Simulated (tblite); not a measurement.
# C7H12AlF: the cost of one run

Programs: tblite 0.8.0 and PySCF 2.14.0, with density-fitted response routines of our own. Each step states its level of theory. These are calculated values for one molecule in the gas phase, unless marked as measured. Atoms are numbered from 0 throughout.

## 1. The starting structure

21 atoms, charge 0, multiplicity 1; geometry from: force field or distance geometry start.

Bonds of the start (Å): C0–C1 1.34, C1–C2 1.51, C2–Al3 2.01, Al3–F4 1.80, Al3–C5 2.02, C5–C6 1.53, C6–C7 1.52, C7–C8 1.53, C8–C5 1.52, C0–H9 1.09, C0–H10 1.08, C1–H11 1.07, C2–H12 1.10, C2–H13 1.10, C5–H14 1.12, C6–H15 1.12, C6–H16 1.11, C7–H17 1.12, C7–H18 1.12, C8–H19 1.11, C8–H20 1.12.

## 2. Relaxing the molecule with GFN2-xTB

What the job is given:

```
{"job": {"kind": "relax", "xc": "GFN2-xTB", "basis": "xTB"}, "charge": 0, "multiplicity": 1}
C      2.443700     1.292800    -0.079600
C      2.555400     0.398800    -1.067100
C      2.291300    -1.065500    -0.824100
Al     0.315600    -1.420300    -0.813100
F     -0.403400    -2.568100    -1.992500
C     -0.860700    -0.523000     0.559100
C     -1.062800     0.975100     0.332100
C     -2.551800     0.743400     0.172000
C     -2.347300    -0.757700     0.380900
H      2.112600     0.997600     0.920600
H      2.645000     2.339900    -0.274700
H      2.882400     0.717500    -2.038900
H      2.714200    -1.652300    -1.648500
H      2.746900    -1.399700     0.122800
H     -0.536700    -0.728600     1.606300
H     -0.830000     1.575900     1.252200
H     -0.593500     1.366600    -0.590300
H     -2.915900     0.973400    -0.857700
H     -3.158000     1.210100     0.984800
H     -2.611600    -1.344700    -0.517600
H     -2.844400    -1.114300     1.313300
```

Launch:

```console
OMP_NUM_THREADS=1 python probes_run.py task.json out
```

One launch serves the whole session: the jobs run in the order shown.

Q: Estimate the wall time and peak memory of this first job on 1 thread of Arm Neoverse N1, shared host.

About 2.9 s, with a peak of 0.18 GiB.
